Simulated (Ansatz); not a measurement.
# GeO− (doublet): from Hartree-Fock to the top rungs, aug-cc-pVDZ

One table from this session's results is given with a row withheld; the runs are named, their logs left out.

Program: Ansatz 0.2.0, Gaussian basis. Level of theory: aug-cc-pVDZ, core rule «outside noble gas», up to 15 orbitals frozen. These are calculated values, not measurements.

To be run: UHF; CCSD(T) on ROHF; CCSD(T) on UHF; BCCD(T) on ROHF; CISD; CCSDT(Q) on ROHF; CCSDT(Q) on UHF; CASSCF and MRCISD+Q, 11 electrons in 8 orbitals; CASSCF and NEVPT2, 11 electrons in 8 orbitals.

13 further runs of the same task are left out: 1 for a mislabelled method, 5 that didn't finish, 7 set aside as unsound or not needed.

## The system

The geometry is a PBE0/def2-TZVPD stationary point (not a proven minimum). No spin-orbit coupling is included. The filled d shell of Ge may be among the frozen orbitals whatever the setting's name suggests; the logs give the count.

2 atoms, charge -1, spin multiplicity 2.

Atoms are counted from 1 here; the program's logs count them from 0.

Bond lengths: Ge1–O2 1.686 Å.

As a file:

```
Ge    0.0000    0.0000    0.0000
O     0.0000    0.0000    1.6858
```

The first run:

File in.yaml:

```yaml
crystal:
  periodic: [false, false, false]
  atoms:
    - {symbol: Ge, position_ang: [0.000000, 0.000000, 0.000000]}
    - {symbol: O, position_ang: [0.000000, 0.000000, 1.685800]}
basis:
  gaussian: {orbitals: aug-cc-pVDZ}
total_charge: -1
magnetization: {spin_polarized: true, initial_magnetization: 1}
hamiltonian: {xc: hf}
output: {orbitals: {seedname: orbitals}}
```

The run is started by

```
$ ansatz run in.yaml --threads 1 --pin off --events-out ev --progress --plain --max-ram 2393MiB
```

Steps of the session up to this table: UHF; CCSD(T) on ROHF; CCSD(T) on UHF; BCCD(T) on ROHF; CISD; CCSDT(Q) on ROHF; CCSDT(Q) on UHF; CASSCF and MRCISD+Q, 11 electrons in 8 orbitals; CASSCF and NEVPT2, 11 electrons in 8 orbitals.

One of the session's tables, all rows but one given; the rest of the session is left out.

| method | from RCCSDT(Q) (kcal/mol) |
| --- | --- |
| ROHF | +201.26 |
| UHF | +199.32 |
| RMP2 | +10.30 |
| UMP2 | +11.00 |
| RCCSD | +10.68 |
| UCCSD | +10.59 |
| RCCSD(T) | +1.09 |
| UCCSD(T) | +1.12 |
| BCCD(T) | +0.89 |
| RCCSDT | +0.71 |
| UCCSDT | +0.68 |
| RCCSDT(Q) | 0 |
| UCCSDT(Q) | -0.53 |
| CASSCF valence | +149.62 |
| NEVPT2 valence | +31.31 |
| MRCISD valence | +14.67 |
| MRCISD+Q valence | ? |

**Question.** Estimate the row for MRCISD+Q valence.

As computed: from RCCSDT(Q) (kcal/mol): +2.20. In the column «from RCCSDT(Q) (kcal/mol)» it lies between UCCSD(T) (+1.12) and RMP2 (+10.30).

Not comparable, so not listed: CISD (they don't share determinant, frozen orbitals or solution with the rows shown, or repeat one).

Caveats from the session: Restricted and unrestricted rows rest on different reference determinants; where their highest levels disagree by more than a few hundredths of an eV, they describe different states and don't form one ladder.
